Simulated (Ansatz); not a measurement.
**CH₇BOSi₂: up Jacob's ladder to CCSD(T)**

One table from this session's results is given with a row withheld; the runs are named, their logs left out.

Program: Ansatz 0.2.0, Gaussian basis. Level of theory: functionals in def2-TZVPP, the program's frozen cores in correlated methods. These are calculated values, not measurements.

The runs, in order: PBE-D4, r2SCAN-D4, PBE0-D4, B3LYP-D4, ωB97X-V, ωB97M-V, B2PLYP; CCSD(T)/def2-TZVPP; MP2/def2-QZVPP; extrapolation to the limit.

### Structure used throughout

All runs share one geometry, relaxed beforehand with PBE0-D4 in a triple-zeta def2 set.

SMILES `OB[SiH]1C[SiH2]1`, 12 atoms, charge 0, spin multiplicity 1.

Atoms are counted from 1 here; the program's logs count them from 0.

Bond lengths: O1–B2 1.354 Å, O1–H6 0.961 Å, B2–Si3 1.998 Å, B2–H7 1.204 Å, Si3–C4 1.910 Å, Si3–Si5 2.268 Å, Si3–H8 1.484 Å, C4–Si5 1.881 Å, C4–H9 1.088 Å, C4–H10 1.087 Å, Si5–H11 1.482 Å, Si5–H12 1.482 Å. Angles: B2–O1–H6 113.7°, O1–B2–Si3 117.5°, O1–B2–H7 119.9°, Si3–B2–H7 122.5°, B2–Si3–C4 117.8°, B2–Si3–Si5 116.7°, B2–Si3–H8 119.5°, C4–Si3–Si5 52.7°, C4–Si3–H8 115.4°, Si5–Si3–H8 117.4°, Si3–C4–Si5 73.5°, Si3–C4–H9 115.2°, Si3–C4–H10 116.8°, Si5–C4–H9 117.6°, Si5–C4–H10 116.9°, H9–C4–H10 112.0°, Si3–Si5–C4 53.9°, Si3–Si5–H11 121.6° and more.

Set-up of the first run:

File in.yaml:

```yaml
crystal:
  periodic: [false, false, false]
  atoms:
    - {symbol: O, position_ang: [-0.592701, 1.941277, 1.233167]}
    - {symbol: B, position_ang: [0.134620, 0.903789, 1.710131]}
    - {symbol: Si, position_ang: [0.765808, -0.462150, 0.396090]}
    - {symbol: C, position_ang: [0.532700, -0.085983, -1.462008]}
    - {symbol: Si, position_ang: [-0.796645, -1.333020, -0.997460]}
    - {symbol: H, position_ang: [-0.916680, 2.532539, 1.918300]}
    - {symbol: H, position_ang: [0.333243, 0.803706, 2.893470]}
    - {symbol: H, position_ang: [1.933665, -1.314518, 0.732164]}
    - {symbol: H, position_ang: [0.214672, 0.928424, -1.692253]}
    - {symbol: H, position_ang: [1.316542, -0.428984, -2.133180]}
    - {symbol: H, position_ang: [-0.650708, -2.689073, -1.577135]}
    - {symbol: H, position_ang: [-2.197617, -0.851107, -0.987188]}
basis:
  gaussian: {orbitals: def2-TZVPP}
hamiltonian: {xc: pbe, dispersion: d4}
output: {forces: true, orbitals: {seedname: orbitals}}
```

The run is started by

```bash
$ ansatz run in.yaml --threads 4 --pin off --events-out ev --progress --plain --max-ram 10444MiB
```

Among the steps run: PBE-D4 (GGA); r2SCAN-D4 (meta-GGA); PBE0-D4 (hybrid); B3LYP-D4 (hybrid); ωB97X-V (range-separated); ωB97M-V (range-separated); B2PLYP (double hybrid); CCSD(T) in def2-TZVPP; MP2 in def2-QZVPP.

One of the session's tables, all rows but one given; the rest of the session is left out.

```
            method  atomisation energy (kJ/mol)
            PBE-D4                       4261.7
         r2SCAN-D4                       4235.0
           PBE0-D4                       4207.3
          B3LYP-D4                       4200.7
           ωB97X-V                            ?
           ωB97M-V                       4216.3
            B2PLYP                       4151.5
     HF/def2-TZVPP                       3115.4
    MP2/def2-TZVPP                       4139.7
   CCSD/def2-TZVPP                       4031.9
CCSD(T)/def2-TZVPP                       4091.6
           MP2/CBS                       4247.5
       CCSD(T)/CBS                       4199.4
```

Q: Estimate the row for ωB97X-V from the others.

The run gave: atomisation energy (kJ/mol): 4227.4. In the column «atomisation energy (kJ/mol)» it lies between ωB97M-V (4216.3) and r2SCAN-D4 (4235.0).

To keep in mind: Free atoms (1 O, 1 B, 2 Si, 1 C, 7 H) were run apart at each level; the atomisation energy is their sum less the molecule, without zero-point or spin-orbit terms.
